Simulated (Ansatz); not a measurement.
# AlFH5NOSi: the cost of one run

Method: RKS PBE0-D4/6-31G, in Ansatz 0.2.0.

### Step 1. Starting point

Bond lengths: Al1–N2 1.920 Å, N2–H3 1.060 Å, N2–H4 1.060 Å, Al1–F5 1.690 Å, Al1–O6 1.780 Å, O6–Si7 1.680 Å, Si7–H8 1.460 Å, Si7–H9 1.460 Å, Si7–H10 1.460 Å. Angles: Al1–N2–H3 120.0°, Al1–N2–H4 120.0°, H3–N2–H4 120.0°, N2–Al1–F5 120.0°, N2–Al1–O6 120.0°, F5–Al1–O6 120.0°, Al1–O6–Si7 125.0°, O6–Si7–H8 109.5°, O6–Si7–H9 109.5°, O6–Si7–H10 109.5°, H8–Si7–H9 109.4°, H8–Si7–H10 109.4°, H9–Si7–H10 109.4°.

As a file:

```xyz
10

Al    0.0000    0.0000    0.0000
N     0.0000    0.0000    1.9200
H    -0.8770   -0.2713    2.4500
H     0.8770    0.2713    2.4500
F     1.4635    0.0000   -0.8450
O    -1.5415    0.0000   -0.8900
Si   -2.6907   -1.2238   -0.8267
H    -2.2881   -2.2198    0.1620
H    -3.9833   -0.6595   -0.4496
H    -2.8007   -1.8572   -2.1376
```

### Step 2. Preparing the start

The input, input.yaml:

```yaml
crystal:
  periodic: [false, false, false]
  atoms:
    - { symbol: Al, position_ang: [0.0, 0.0, 0.0] }
    - { symbol: "N", position_ang: [0.0, 0.0, 1.92] }
    - { symbol: H, position_ang: [-0.877, -0.2713, 2.45] }
    - { symbol: H, position_ang: [0.877, 0.2713, 2.45] }
    - { symbol: F, position_ang: [1.4635, 0.0, -0.845] }
    - { symbol: O, position_ang: [-1.5415, 0.0, -0.89] }
    - { symbol: Si, position_ang: [-2.6907, -1.2238, -0.8267] }
    - { symbol: H, position_ang: [-2.2881, -2.2198, 0.162] }
    - { symbol: H, position_ang: [-3.9833, -0.6595, -0.4496] }
    - { symbol: H, position_ang: [-2.8007, -1.8572, -2.1376] }
basis:
  gaussian: { orbitals: "6-31G" }
hamiltonian:
  xc: pbe0
  dispersion: d4
relax:
  f_tol: 0.02
  max_steps: 40
```

Launch:

```sh
> ansatz run input.yaml --threads 1 --pin off --max-ram 2048MiB --backend cpu --events-out ev --progress --plain --runs-dir out
```

Q: Estimate wall time and peak memory on 1 thread of Arm Neoverse V1, shared host.

About 51 s, with a peak of 0.19 GiB.
